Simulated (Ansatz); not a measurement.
# EuSn2Ir: the cost of one run

All numbers below are computed with Ansatz 0.2.0 (DFT PBEsol, scalar-relativistic, plane waves, PAW).

1 further run of the same task is left out (set aside as unsound or not needed). Runs told in other sessions of the task aren't counted.

**1. The system as given**

The cell holds 23 atoms (Eu5Ir6Sn12): a = 8.536 Å, b = 8.536 Å, c = 8.643 Å, α = 67.20°, β = 67.20°, γ = 79.79°.

The coordinates of this cell stand in the input of its own run.

The host was relaxed before at PBEsol: a = 4.366 Å, b = 10.950 Å, c = 7.459 Å, α = 90.00°, β = 90.00°, γ = 90.00° (conventional cell), 22.285 Å³/atom.

Places, in fractions of the supercell: a vacancy on Eu at (0.348, 0.485, 0.250). The start keeps the symmetry of the ideal site.

**2. The perfect crystal in the supercell of 24 atoms**

File input.yaml:

```yaml
crystal:
  lattice:
    - [6.5486733004, 5.4748147468, 0.0]
    - [6.5486733004, -5.4748147468, 0.0]
    - [4.3657822003, 0.0, -7.4589767215]
  atoms:
    - { symbol: Eu, position: [0.3480157432, 0.4853175902, 0.25], spin: 7.32 }
    - { symbol: Eu, position: [0.6813490765, 0.8186509235, 0.25], spin: 7.32 }
    - { symbol: Eu, position: [0.0146824098, 0.1519842568, 0.25], spin: 7.32 }
    - { symbol: Eu, position: [0.3186509235, 0.1813490765, 0.75], spin: 7.32 }
    - { symbol: Eu, position: [0.6519842568, 0.5146824098, 0.75], spin: 7.32 }
    - { symbol: Eu, position: [0.9853175902, 0.8480157432, 0.75], spin: 7.32 }
    - { symbol: Ir, position: [0.0397206042, 0.4602793958, 0.75] }
    - { symbol: Ir, position: [0.3730539375, 0.7936127291, 0.75] }
    - { symbol: Ir, position: [0.7063872709, 0.1269460625, 0.75] }
    - { symbol: Ir, position: [0.6269460625, 0.2063872709, 0.25] }
    - { symbol: Ir, position: [0.9602793958, 0.5397206042, 0.25] }
    - { symbol: Ir, position: [0.2936127291, 0.8730539375, 0.25] }
    - { symbol: Sn, position: [0.5376654256, 0.8271712464, 0.9527449919] }
    - { symbol: Sn, position: [0.8709987589, 0.1605045798, 0.9527449919] }
    - { symbol: Sn, position: [0.2043320923, 0.4938379131, 0.9527449919] }
    - { symbol: Sn, position: [0.1290012411, 0.8394954202, 0.0472550081] }
    - { symbol: Sn, position: [0.4623345744, 0.1728287536, 0.0472550081] }
    - { symbol: Sn, position: [0.7956679077, 0.5061620869, 0.0472550081] }
    - { symbol: Sn, position: [0.6728287536, 0.9623345744, 0.5472550081] }
    - { symbol: Sn, position: [0.0061620869, 0.2956679077, 0.5472550081] }
    - { symbol: Sn, position: [0.3394954202, 0.6290012411, 0.5472550081] }
    - { symbol: Sn, position: [0.9938379131, 0.7043320923, 0.4527449919] }
    - { symbol: Sn, position: [0.3271712464, 0.0376654256, 0.4527449919] }
    - { symbol: Sn, position: [0.6605045798, 0.3709987589, 0.4527449919] }
basis:
  ecutwfc: 420
  xc_grid: 2
kpoints:
  mp_grid: { grid: [3, 3, 3], shift: [0.0, 0.0, 0.0] }
hamiltonian:
  xc: pbesol
scf:
  occupations: { method: gaussian, width: 0.05 }
  lower_state_search: "off"
output:
  forces: true
  stress: true
  eigenvalues: true
  populations: true
magnetization:
  spin_polarized: true
```

Launch:

```console
$ ansatz run input.yaml --threads 8 --pin off --max-ram 14336MiB --backend cpu --events-out ev --progress --plain --runs-dir out
```

**Question.** How long does this run take on 8 threads of Intel Xeon 6975P-C (Granite Rapids), shared host, and how much memory does it need?

About 38 s, with a peak of 5.8 GiB.
